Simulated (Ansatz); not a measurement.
# H2ISSi+ (SMILES [SH+]=[SiH]I): functionals against CCSD(T) at one geometry

The atoms stand at a structure displaced at random from a GFN2-xTB minimum. How far do the functionals agree with CCSD(T) there?

Program: Ansatz 0.2.0, Gaussian basis. Level of theory: single points in def2-TZVPP. These are calculated values, not measurements.

Correlated methods freeze the cores. Filled d shells of the heavier atoms are correlated. Core potentials replace the inner electrons past krypton, and spin-orbit coupling is left out.

### 1 The system as given

SMILES `[SH+]=[SiH]I`, 5 atoms, charge 1, spin multiplicity 1.

Atoms are counted from 1 here; the program's logs count them from 0.

Bond lengths: S1–Si2 2.105 Å, S1–H4 1.376 Å, Si2–I3 2.421 Å, Si2–H5 1.427 Å. Angles: Si2–S1–H4 95.6°, S1–Si2–I3 122.8°, S1–Si2–H5 116.4°, I3–Si2–H5 120.7°.

Geometry (Å):

```xyz
5
charge 1, multiplicity 1
S    -1.5146    0.4972   -0.5312
Si    0.3150    0.2842    0.4870
I     1.9132   -1.4568   -0.0394
H    -1.3358   -0.5884   -1.3571
H     0.6079    1.2679    1.4784
```

### 2 CCSD(T)/def2-TZVPP

The input, run/in.yaml:

```yaml
crystal:
  periodic: [false, false, false]
  atoms:
    - {symbol: S, position_ang: [-1.514600, 0.497200, -0.531200]}
    - {symbol: Si, position_ang: [0.315000, 0.284200, 0.487000]}
    - {symbol: I, position_ang: [1.913200, -1.456800, -0.039400]}
    - {symbol: H, position_ang: [-1.335800, -0.588400, -1.357100]}
    - {symbol: H, position_ang: [0.607900, 1.267900, 1.478400]}
basis:
  gaussian: {orbitals: def2-TZVPP}
total_charge: 1
correlation: {method: ccsd_t}
output: {forces: true}
```

The command line of these runs was not kept.

### 3 PBE0-D4/def2-TZVPP

Changes to run/in.yaml since step 2:

```diff
@@ -11,3 +11,3 @@
 total_charge: 1
-correlation: {method: ccsd_t}
-output: {forces: true}
+hamiltonian: {xc: pbe0, dispersion: d4}
+output: {forces: true, orbitals: {seedname: orbitals}}
```

### 4 wB97M-V/def2-TZVPP

Changes to run/in.yaml since step 3:

```diff
@@ -11,3 +11,3 @@
 total_charge: 1
-hamiltonian: {xc: pbe0, dispersion: d4}
-output: {forces: true, orbitals: {seedname: orbitals}}
+hamiltonian: {xc: {name: wB97M-V}}
+output: {forces: true}
```

### 5 r2SCAN-D4/def2-TZVPP

Changes to run/in.yaml since step 4:

```diff
@@ -11,3 +11,3 @@
 total_charge: 1
-hamiltonian: {xc: {name: wB97M-V}}
+hamiltonian: {xc: r2scan, dispersion: d4}
 output: {forces: true}
```

### 6 PBE-D4/def2-TZVPP

Changes to run/in.yaml since step 5:

```diff
@@ -11,3 +11,3 @@
 total_charge: 1
-hamiltonian: {xc: r2scan, dispersion: d4}
+hamiltonian: {xc: pbe, dispersion: d4}
 output: {forces: true}
```

### 7 wB97X-V/def2-TZVPP

Changes to run/in.yaml since step 6:

```diff
@@ -11,3 +11,3 @@
 total_charge: 1
-hamiltonian: {xc: pbe, dispersion: d4}
+hamiltonian: {xc: {name: wB97X-V}}
 output: {forces: true}
```

### 8 SPW92/def2-TZVPP

Changes to run/in.yaml since step 7:

```diff
@@ -11,3 +11,3 @@
 total_charge: 1
-hamiltonian: {xc: {name: wB97X-V}}
+hamiltonian: {xc: lda}
 output: {forces: true}
```

(Steps that only read results are left out.)

Q: Predict the outcome of this session. Wanted: energy less free atoms, CCSD(T)/def2-TZVPP; RMS force component; RMS force error; HOMO and LUMO, PBE0-D4; T1 diagnostic.

The runs gave:

| quantity | value |
| --- | --- |
| energy less free atoms, CCSD(T)/def2-TZVPP | -522.2 kJ/mol |
| RMS force component | 0.737 to 0.876 eV/Å over the methods |
| RMS force error | PBE0-D4 0.079, wB97M-V 0.084, r2SCAN-D4 0.055, PBE-D4 0.181, wB97X-V 0.123, SPW92 0.217 eV/Å |
| HOMO and LUMO, PBE0-D4 | -13.32 and -8.35 eV |
| T1 diagnostic | 0.014 |

Against CCSD(T) the functionals' energies less atoms differ by -242.7 to -40.5 kJ/mol, PBE-D4 by -75.3 kJ/mol. The reference is not at the basis limit: in triple zeta CCSD(T) underbinds, which counts against methods that bind more; the gaps are no ranking. For forces r2SCAN-D4 does best and SPW92 worst. Frozen-core CCSD(T) forces in triple zeta carry basis errors of their own, and this is one geometry, so small gaps rank nothing.
